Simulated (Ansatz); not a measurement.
# GdO: the cost of one run

Computed with Ansatz 0.2.0 (DFT PBEsol+U (U_eff = 6 eV on Gd f), plane waves, PAW, no spin–orbit coupling unless a run says so, unless a step's input says otherwise).

## 1. The structure to begin with

The structure is cubic, space group F-43m (No. 216). The conventional cell has a = 5.400 Å, b = 5.400 Å, c = 5.400 Å, α = 90.00°, β = 90.00°, γ = 90.00°. Around Gd (site symmetry -43m) lie 4 O at 2.34 Å. Around O (site symmetry -43m) lie 4 Gd at 2.34 Å.

As a file:

```
Gd O
1.0
     0.00000    2.70000    2.70000
     2.70000    0.00000    2.70000
     2.70000    2.70000    0.00000
Gd O
1 1
Direct
  0.00000 0.00000 0.00000
  0.25000 0.25000 0.25000
```

Magnetic order typed: ferromagnetic.

## 2. From atoms, symmetry kept, no search

Contents of input.yaml:

```yaml
crystal:
  lattice:
    - [0.0, 2.7, 2.7]
    - [2.7, 0.0, 2.7]
    - [2.7, 2.7, 0.0]
  atoms:
    - { symbol: Gd, position: [0.0, 0.0, 0.0], spin: 7.0 }
    - { symbol: O, position: [0.25, 0.25, 0.25] }
basis:
  ecutwfc: 420
  ecutrho_ratio: 4
kpoints:
  mp_grid: { grid: [6, 6, 6] }
hamiltonian:
  xc: pbesol
  hubbard: { sites: [{ site: 0, l: f, u_eff: 6.0 }] }
scf:
  occupations: { method: gaussian, width: 0.05 }
  lower_state_search: "off"
  max_iter: 150
output:
  forces: true
  stress: true
  eigenvalues: true
  populations: true
  hubbard: { sites: [{ site: 0, l: f }] }
magnetization:
  spin_polarized: true
```

The run is started by

```sh
$ ansatz run input.yaml --threads 2 --pin off --max-ram 3072MiB --backend cpu --events-out ev --progress --plain --runs-dir out
```

Q: Estimate wall time and peak memory on 2 threads of Arm Neoverse V2, shared host.

About 2.9 s, with a peak of 0.32 GiB.
